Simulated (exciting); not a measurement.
# BiH3 (Cmmm) in exciting: reference runs

Aim: a first look at BiH3 with PBE, on the cell as given.

Everything below comes from runs of exciting (release sodium). Logs are shortened: lines on timing, memory, paths and dates and some standing lists are left out, and cuts for length are marked.

## Step 1: The crystal as given

Symmetry: Cmmm, No. 65, orthorhombic system. Conventional cell: a = 5.246 Å, b = 7.147 Å, c = 2.577 Å, α = 90.00°, β = 90.00°, γ = 90.00°. Bi (site symmetry mmm) is surrounded by 10 H at 2.56 to 2.62 Å and 2 Bi at 2.58 Å. H (site symmetry mmm) is surrounded by 10 H at 2.56 to 2.58 Å and 2 Bi at 2.62 Å. H (site symmetry 2/m) has 4 Bi at 2.56 Å and 8 H at 2.56 to 2.62 Å as nearest neighbours.

The cell was built by a generator and needn't be a form met in nature.

## Step 2: Single point, PBE

File input.xml:

```xml
<input>
  <title>BiH3</title>
  <structure speciespath="./" tshift="false">
    <crystal scale="1">
      <basevect>4.957107346939 -6.752710805332 0.000000000000</basevect>
      <basevect>4.957107346939 6.752710805332 0.000000000000</basevect>
      <basevect>0.000000000000 0.000000000000 4.869440552066</basevect>
    </crystal>
    <species speciesfile="Bi.xml" rmt="2.3">
      <atom coord="0.000000000000 0.000000000000 0.000000000000"/>
    </species>
    <species speciesfile="H.xml" rmt="1.1">
      <atom coord="0.500000000000 0.500000000000 0.000000000000"/>
      <atom coord="0.000000000000 0.500000000000 0.500000000000"/>
      <atom coord="0.500000000000 0.000000000000 0.500000000000"/>
    </species>
  </structure>
  <groundstate do="fromscratch" ngridk="6 6 10" rgkmax="5" gmaxvr="14" lmaxapw="10" lmaxmat="10" lmaxvr="8" xctype="GGA_PBE" stype="Fermi Dirac" swidth="0.00183747" nempty="14" ValenceRelativity="zora" epsengy="1e-05" epspot="1e-05" maxscl="60" tforce="true" outputlevel="normal"/>
  <properties>
    <chargedensityplot>
      <plot3d>
        <box grid="23 23 13">
          <origin coord="0 0 0"/>
          <point coord="1 0 0"/>
          <point coord="0 1 0"/>
          <point coord="0 0 1"/>
        </box>
      </plot3d>
    </chargedensityplot>
    <elfplot>
      <plot3d>
        <box grid="23 23 13">
          <origin coord="0 0 0"/>
          <point coord="1 0 0"/>
          <point coord="0 1 0"/>
          <point coord="0 0 1"/>
        </box>
      </plot3d>
    </elfplot>
    <exccplot>
      <plot3d>
        <box grid="23 23 13">
          <origin coord="0 0 0"/>
          <point coord="1 0 0"/>
          <point coord="0 1 0"/>
          <point coord="0 0 1"/>
        </box>
      </plot3d>
    </exccplot>
  </properties>
</input>
```

Potentials or basis: all-electron LAPW+lo, shipped species files, valence relativity zora.

The run is started by

```bash
$ OMP_NUM_THREADS=1 exciting_smp
```

INFO.OUT:

```text
================================================================================
EXCITING SODIUM started
[... 10 lines left out ...]

 Lattice vectors (cartesian) :
      4.9571073469     -6.7527108053      0.0000000000
      4.9571073469      6.7527108053      0.0000000000
      0.0000000000      0.0000000000      4.8694405521

 Reciprocal lattice vectors (cartesian) :
      0.6337552193     -0.4652342954      0.0000000000
      0.6337552193      0.4652342954     -0.0000000000
     -0.0000000000      0.0000000000      1.2903300164

 Unit cell volume                           :     325.9984524168
 Brillouin zone volume                      :       0.7608938374

 Species :    1 (Bi)
     parameters loaded from                 :    Bi.xml
     name                                   :    bismuth
     nuclear charge                         :     -83.00000000
     electronic charge                      :      83.00000000
     atomic mass                            :  380947.92830000
     muffin-tin radius                      :       2.30000000
     # of radial points in muffin-tin       :     450

     atomic positions (lattice) :
       1 :   0.00000000  0.00000000  0.00000000

 Species :    2 (H)
     parameters loaded from                 :    H.xml
     name                                   :    hydrogen
     nuclear charge                         :      -1.00000000
     electronic charge                      :       1.00000000
     atomic mass                            :    1837.36222000
     muffin-tin radius                      :       1.10000000
     # of radial points in muffin-tin       :     200

     atomic positions (lattice) :
       1 :   0.50000000  0.50000000  0.00000000
       2 :   0.00000000  0.50000000  0.50000000
       3 :   0.50000000  0.00000000  0.50000000

 Total number of atoms per unit cell        :       4

 Spin treatment                             :    spin-unpolarised

 Number of Bravais lattice symmetries       :       8
 Number of crystal symmetries               :       8

 k-point grid                               :       6    6   10
 Total number of k-points                   :      78
 k-point set is reduced with crystal symmetries

 R^MT_min * |G+k|_max (rgkmax)              :       5.00000000
 Species with R^MT_min                      :       2 (H)
 Maximum |G+k| for APW functions            :       4.54545455
 Maximum |G| for potential and density      :      14.00000000

 G-vector grid sizes                        :      40    40    24
 Total number of G-vectors                  :   15105

 Maximum angular momentum used for
     APW functions                          :      10
     computing H and O matrix elements      :      10
     potential and density                  :       8
     inner part of muffin-tin               :       2

 Total nuclear charge                       :     -86.00000000
 Total electronic charge                    :      86.00000000
 Total core charge                          :      68.00000000
 Total valence charge                       :      18.00000000

 Number of empty states                     :      14
 Total number of valence states             :      24

 Maximum Hamiltonian size                   :     548
 Maximum number of plane-waves              :     531
 Total number of local-orbitals             :      17

 Exchange-correlation type                  :      20
     Perdew-Burke-Ernzerhof, Phys. Rev. Lett. 77, 3865 (1996)
     Generalised gradient approximation (GGA)

[... 20 lines left out ...]
+ SCF iteration number :    1                                                  +
++++++++++++++++++++++++++++++++++++++++++++++++++++++++++++++++++++++++++++++++
 Total energy                               :    -21565.25791782
 _______________________________________________________________
 Fermi energy                               :         0.14287835
 Kinetic energy                             :     25263.14979058
 Coulomb energy                             :    -46428.82646251
 Exchange energy                            :      -394.38218411
 Correlation energy                         :        -5.19906176

 DOS at Fermi energy (states/Ha/cell)       :        23.79714226

 Electron charges :
     core                                   :        68.00000000
     core leakage                           :         0.00828577
     valence                                :        18.00000000
     interstitial                           :         4.91579314
     charge in muffin-tin spheres :
                  atom     1    Bi          :        79.54460720
                  atom     2     H          :         0.50924873
                  atom     3     H          :         0.51517546
                  atom     4     H          :         0.51517546
     total charge in muffin-tins            :        81.08420686
     total charge                           :        86.00000000
[... 262 lines left out ...]
 Electron charges :
     core                                   :        68.00000000
     core leakage                           :         0.00812325
     valence                                :        18.00000000
     interstitial                           :         4.90980046
     charge in muffin-tin spheres :
                  atom     1    Bi          :        79.81555157
                  atom     2     H          :         0.40266340
                  atom     3     H          :         0.43599228
                  atom     4     H          :         0.43599228
     total charge in muffin-tins            :        81.09019954
     total charge                           :        86.00000000

 RMS change in effective potential (target) :  0.595338      ( 0.100000E-04)
 Absolute change in total energy   (target) :   11.1719      ( 0.100000E-04)
 Charge distance                   (target) :  0.150362E-02  ( 0.100000E-04)
 Abs. change in max-nonIBS-force   (target) :   0.00000      ( 0.500000E-04)

++++++++++++++++++++++++++++++++++++++++++++++++++++++++++++++++++++++++++++++++
[... 6 further cycles ...]
+ SCF iteration number :   17                                                  +
++++++++++++++++++++++++++++++++++++++++++++++++++++++++++++++++++++++++++++++++
 Total energy                               :    -21583.11176699
 _______________________________________________________________
 Fermi energy                               :         0.16192678
 Kinetic energy                             :     25247.39284907
 Coulomb energy                             :    -46430.81392687
 Exchange energy                            :      -394.47582713
 Correlation energy                         :        -5.21486206

 DOS at Fermi energy (states/Ha/cell)       :        31.20317139

 Electron charges :
     core                                   :        68.00000000
     core leakage                           :         0.00807377
     valence                                :        18.00000000
     interstitial                           :         4.90444471
     charge in muffin-tin spheres :
                  atom     1    Bi          :        79.82740073
                  atom     2     H          :         0.40023544
                  atom     3     H          :         0.43395956
                  atom     4     H          :         0.43395956
     total charge in muffin-tins            :        81.09555529
     total charge                           :        86.00000000
[... 267 lines left out ...]
 Electron charges :
     core                                   :        68.00000000
     core leakage                           :         0.00807381
     valence                                :        18.00000000
     interstitial                           :         4.90444878
     charge in muffin-tin spheres :
                  atom     1    Bi          :        79.82739259
                  atom     2     H          :         0.40023748
                  atom     3     H          :         0.43396057
                  atom     4     H          :         0.43396057
     total charge in muffin-tins            :        81.09555122
     total charge                           :        86.00000000

 RMS change in effective potential (target) :  0.167077E-05  ( 0.100000E-04)
 Absolute change in total energy   (target) :  0.177710E-05  ( 0.100000E-04)
 Charge distance                   (target) :  0.256852E-09  ( 0.100000E-04)
 Abs. change in max-nonIBS-force   (target) :   0.00000      ( 0.500000E-04)

++++++++++++++++++++++++++++++++++++++++++++++++++++++++++++++++++++++++++++++++
| Convergency criteria checked for the last 2 iterations                       +
| Convergence targets achieved. Performing final SCF iteration                 +
++++++++++++++++++++++++++++++++++++++++++++++++++++++++++++++++++++++++++++++++
 Total energy                               :    -21583.10885620
 _______________________________________________________________
 Fermi energy                               :         0.16192680
 Kinetic energy                             :     25247.39416432
 Coulomb energy                             :    -46430.81237563
 Exchange energy                            :      -394.47578336
 Correlation energy                         :        -5.21486154

 DOS at Fermi energy (states/Ha/cell)       :        31.20328341

 Electron charges :
     core                                   :        68.00000000
     core leakage                           :         0.00807381
     valence                                :        18.00000000
     interstitial                           :         4.90444878
     charge in muffin-tin spheres :
                  atom     1    Bi          :        79.82739259
                  atom     2     H          :         0.40023748
                  atom     3     H          :         0.43396057
                  atom     4     H          :         0.43396057
     total charge in muffin-tins            :        81.09555122
     total charge                           :        86.00000000

++++++++++++++++++++++++++++++++++++++++++++++++++++++++++++++++++++++++++++++++
+ Self-consistent loop stopped                                                 +
++++++++++++++++++++++++++++++++++++++++++++++++++++++++++++++++++++++++++++++++
 STATE.OUT is written

--------------------------------------------------------------------------------
- Writing atomic positions and forces                                          -
--------------------------------------------------------------------------------

 Atomic positions (lattice) :
 atom     1  Bi  :     0.00000000    0.00000000    0.00000000
 atom     2   H  :     0.50000000    0.50000000    0.00000000
 atom     3   H  :     0.00000000    0.50000000    0.50000000
 atom     4   H  :     0.50000000    0.00000000    0.50000000

 Total atomic forces including IBS (cartesian) :
 atom     1  Bi  :     0.00000000    0.00000000    0.00000000
 atom     2   H  :     0.00000000    0.00000000    0.00000000
 atom     3   H  :     0.00000000    0.00000000    0.00000000
 atom     4   H  :     0.00000000    0.00000000    0.00000000

 Atomic force components including IBS (cartesian) :
 atom     1  Bi  :     0.00000000    0.00000000    0.00000000   HF force
                 :     0.00000000    0.00000000    0.00000000   core correction
                 :     0.00000000    0.00000000    0.00000000   IBS correction
 atom     2   H  :     0.00000000    0.00000000    0.00000000   HF force
                 :     0.00000000    0.00000000    0.00000000   core correction
                 :     0.00000000    0.00000000    0.00000000   IBS correction
 atom     3   H  :     0.00000000    0.00000000    0.00000000   HF force
                 :     0.00000000    0.00000000    0.00000000   core correction
                 :     0.00000000    0.00000000    0.00000000   IBS correction
 atom     4   H  :     0.00000000    0.00000000    0.00000000   HF force
                 :     0.00000000    0.00000000    0.00000000   core correction
                 :     0.00000000    0.00000000    0.00000000   IBS correction

********************************************************************************
[... 7 lines left out ...]
| EXCITING SODIUM stopped                                                      =
================================================================================
```

Run time: 15 min. Hardware: 1 thread of Arm Neoverse V2, shared host; peak memory 0.19 GiB.

What came out:

```
Free energy                                       : -587306.3211 eV
Band gap on the k mesh                            : none (metal or under the smearing width)
All electrons inside the program's atomic spheres : Bi 79.83; H 0.40, 0.43 (radii Bi 2.3, H 1.1 bohr)
```

Caveat: the log's total energy holds no entropy term; the free energy is that total less TS from the occupations; this treatment of relativity tilts energy against volume in heavier elements, by up to 2 % in the volume; spin-orbit coupling is left out, which moves the levels of the heavy elements.
